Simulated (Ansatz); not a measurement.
# CH4BClN2: basis-set convergence

One table from this session's results is given with a row withheld; the runs are named, their logs left out.

Method: one geometry, several basis sets; program: Ansatz 0.2.0, Gaussian basis.

The runs, in order: PBE0-D4/def2-SVP; ωB97M-V/def2-SVP; PBE0-D4/def2-QZVPP; ωB97M-V/def2-QZVPP; the functionals' def2-TZVPP values are taken from earlier runs.

## Structure used throughout

An earlier PBE0-D4 in a triple-zeta def2 set relaxation fixed the geometry.

SMILES `N=CNBCl`, 9 atoms, charge 0, spin multiplicity 1.

Atoms are counted from 1 here; the program's logs count them from 0.

Bond lengths: N1–C2 1.261 Å, N1–H6 1.016 Å, C2–N3 1.390 Å, C2–H7 1.096 Å, N3–B4 1.412 Å, N3–H8 1.008 Å, B4–Cl5 1.741 Å, B4–H9 1.193 Å. Angles: C2–N1–H6 110.1°, N1–C2–N3 123.7°, N1–C2–H7 124.4°, N3–C2–H7 111.9°, C2–N3–B4 132.9°, C2–N3–H8 112.5°, B4–N3–H8 114.5°, N3–B4–Cl5 124.7°, N3–B4–H9 116.8°, Cl5–B4–H9 118.4°.

Set-up of the first run:

in.yaml reads:

```yaml
crystal:
  periodic: [false, false, false]
  atoms:
    - {symbol: N, position_ang: [-0.228694, -0.381230, 1.644521]}
    - {symbol: C, position_ang: [0.566049, 0.186298, 0.847540]}
    - {symbol: N, position_ang: [0.355413, 0.266911, -0.524252]}
    - {symbol: B, position_ang: [-0.677944, -0.196026, -1.367037]}
    - {symbol: Cl, position_ang: [-2.082290, -1.070497, -0.826080]}
    - {symbol: H, position_ang: [0.125403, -0.318566, 2.594226]}
    - {symbol: H, position_ang: [1.501401, 0.673718, 1.146564]}
    - {symbol: H, position_ang: [1.096411, 0.756610, -1.000976]}
    - {symbol: H, position_ang: [-0.567350, 0.036481, -2.531506]}
basis:
  gaussian: {orbitals: def2-SVP}
hamiltonian: {xc: pbe0, dispersion: d4}
output: {orbitals: {seedname: orbitals}}
```

Command:

```console
$ ansatz run in.yaml --threads 2 --pin off --events-out ev --progress --plain --max-ram 4352MiB
```

Among the steps run: PBE0-D4 in def2-SVP; ωB97M-V in def2-SVP; PBE0-D4 in def2-QZVPP; ωB97M-V in def2-QZVPP.

One table of the session follows, with a row left open; its other results are not shown here.

It belongs to the step «Density functionals: the series». 

| functional | basis | HOMO (eV) |
| --- | --- | --- |
| PBE0-D4 | def2-SVP | ? |
| PBE0-D4 | def2-TZVPP | -7.65 |
| PBE0-D4 | def2-QZVPP | -7.69 |
| ωB97M-V | def2-SVP | -9.74 |
| ωB97M-V | def2-TZVPP | -9.98 |
| ωB97M-V | def2-QZVPP | -10.03 |

Q: Estimate the row for PBE0-D4, def2-SVP from the others.

**Answer.** HOMO (eV): -7.43. In the column «HOMO (eV)» it is the highest.
